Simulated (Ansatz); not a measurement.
Input of an Ansatz 0.2.0 run:

The input input.yaml:

```yaml
crystal:
  lattice:
    - [0.0, 2.31, 2.31]
    - [2.31, 0.0, 2.31]
    - [2.31, 2.31, 0.0]
  atoms:
    - { symbol: Hf, position: [0.5, 0.5, 0.5] }
    - { symbol: B, position: [0.0, 0.0, 0.0] }
hamiltonian:
  xc: pbesol
  pseudopotentials: { kind: nc, accuracy: stringent }
kpoints:
  mp_grid: { grid: [10, 10, 10] }
  band_path:
    path:
      - [[0.0, 0.0, 0.0], [0.5, 0.0, 0.5], [0.5, 0.25, 0.75], [0.375, 0.375, 0.75], [0.0, 0.0, 0.0], [0.5, 0.5, 0.5], [0.625, 0.25, 0.625], [0.5, 0.25, 0.75], [0.5, 0.5, 0.5], [0.375, 0.375, 0.75]]
      - [[0.625, 0.25, 0.625], [0.5, 0.0, 0.5]]
    npoints: 14
scf:
  occupations: { method: fermi_dirac, width: 0.05 }
  n_extra_bands: 6
output:
  forces: true
  stress: true
  eigenvalues: true
  fatbands: false
  write_density: true
  write_potential: true
  elf: true
  volumetric_format: npy
```

Potentials or basis: PseudoDojo stringent (PBEsol files).

Command:

```bash
$ ansatz run input.yaml --threads 2 --pin off --max-ram 5632MiB --backend cpu --events-out ev --progress --plain --runs-dir out
```

**Question.** Estimate the band gap on the k mesh.

**Answer.** None (metal or under the smearing width).

**Question.** Predict the pressure.

**Answer.** 23.1 GPa.

Levels at the corners of the path, in eV from the Fermi level:
```csv
point,band 13,band 14,band 15,band 16,band 17,band 18
Γ,2.14,2.14,2.14,4.09,4.09,4.09
X,-1.14,-0.91,2.45,2.45,6.20,7.83
W,-1.33,-1.33,-1.27,5.52,5.52,7.85
K,-2.16,-1.19,0.31,3.13,6.80,7.98
Γ,2.14,2.14,2.14,4.09,4.09,4.09
L,-3.95,-1.39,-1.39,6.47,6.47,7.53
U,-2.16,-1.19,0.31,3.13,6.80,7.98
W,-1.33,-1.33,-1.27,5.52,5.52,7.85
L,-3.95,-1.39,-1.39,6.47,6.47,7.53
K,-2.16,-1.19,0.31,3.13,6.80,7.98
U,-2.16,-1.19,0.31,3.13,6.80,7.98
X,-1.14,-0.91,2.45,2.45,6.20,7.83
```

Caveat: spin-orbit coupling is left out, which moves the levels of the heavy elements.
